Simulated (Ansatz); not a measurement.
# HSeO− (SMILES [O-][SeH]): one structure at several levels

The atoms stand at a structure displaced at random from a GFN2-xTB minimum. How far do the functionals agree with CCSD(T) there?

Computed with Ansatz 0.2.0, Gaussian basis. Level: single points in def2-TZVPPD.

Cores are frozen in the correlated methods. Filled d shells of the heavier atoms are correlated.

## 1. The starting structure

3 atoms, charge -1, spin multiplicity 1.

Atoms are counted from 1 here; the program's logs count them from 0.

Bond lengths: O1–Se2 1.630 Å, Se2–H3 1.485 Å. Angles: O1–Se2–H3 105.4°.

Coordinates:

```
O    -0.82230    0.96530   -0.38220
Se   -0.26110   -0.55470   -0.20430
H     0.99350   -0.42160    0.57980
```

## 2. CCSD(T)/def2-TZVPPD

File run/in.yaml:

```yaml
crystal:
  periodic: [false, false, false]
  atoms:
    - {symbol: O, position_ang: [-0.822300, 0.965300, -0.382200]}
    - {symbol: Se, position_ang: [-0.261100, -0.554700, -0.204300]}
    - {symbol: H, position_ang: [0.993500, -0.421600, 0.579800]}
basis:
  gaussian: {orbitals: "def2-TZVPPD.json"}
total_charge: -1
correlation: {method: ccsd_t}
output: {forces: true}
```

The basis file named in the input lies beside it (Basis Set Exchange, JSON).

No record of the launch command was kept for these runs.

## 3. PBE0-D4/def2-TZVPPD

Changes to run/in.yaml since step 2:

```diff
@@ -9,3 +9,3 @@
 total_charge: -1
-correlation: {method: ccsd_t}
-output: {forces: true}
+hamiltonian: {xc: pbe0, dispersion: d4}
+output: {forces: true, orbitals: {seedname: orbitals}}
```

## 4. wB97M-V/def2-TZVPPD

Changes to run/in.yaml since step 3:

```diff
@@ -9,3 +9,3 @@
 total_charge: -1
-hamiltonian: {xc: pbe0, dispersion: d4}
-output: {forces: true, orbitals: {seedname: orbitals}}
+hamiltonian: {xc: {name: wB97M-V}}
+output: {forces: true}
```

## 5. r2SCAN-D4/def2-TZVPPD

Changes to run/in.yaml since step 4:

```diff
@@ -9,3 +9,3 @@
 total_charge: -1
-hamiltonian: {xc: {name: wB97M-V}}
+hamiltonian: {xc: r2scan, dispersion: d4}
 output: {forces: true}
```

## 6. PBE-D4/def2-TZVPPD

Changes to run/in.yaml since step 5:

```diff
@@ -9,3 +9,3 @@
 total_charge: -1
-hamiltonian: {xc: r2scan, dispersion: d4}
+hamiltonian: {xc: pbe, dispersion: d4}
 output: {forces: true}
```

## 7. BHLYP-D4/def2-TZVPPD

Changes to run/in.yaml since step 6:

```diff
@@ -9,3 +9,3 @@
 total_charge: -1
-hamiltonian: {xc: pbe, dispersion: d4}
+hamiltonian: {xc: {name: BHLYP}, dispersion: d4}
 output: {forces: true}
```

## 8. HSE06-D4/def2-TZVPPD

Changes to run/in.yaml since step 7:

```diff
@@ -9,3 +9,3 @@
 total_charge: -1
-hamiltonian: {xc: {name: BHLYP}, dispersion: d4}
+hamiltonian: {xc: hse06, dispersion: d4}
 output: {forces: true}
```

(Steps that only read results are left out.)

What does the calculation give? Wanted: RMS force component; RMS force error; HOMO and LUMO, PBE0-D4; T1 diagnostic.

As calculated:

```
              quantity                                                                                             value
   RMS force component                                                              1.406 to 1.875 eV/Å over the methods
       RMS force error  PBE0-D4 0.249, wB97M-V 0.127, r2SCAN-D4 0.176, PBE-D4 0.244, BHLYP-D4 0.361, HSE06-D4 0.252 eV/Å
HOMO and LUMO, PBE0-D4                                                                                  0.78 and 3.91 eV
         T1 diagnostic                                                                                             0.015
```

**Reading.** On forces the order runs from wB97M-V to BHLYP-D4. Frozen-core CCSD(T) forces in triple zeta carry basis errors of their own, and this is one geometry, so small gaps rank nothing.
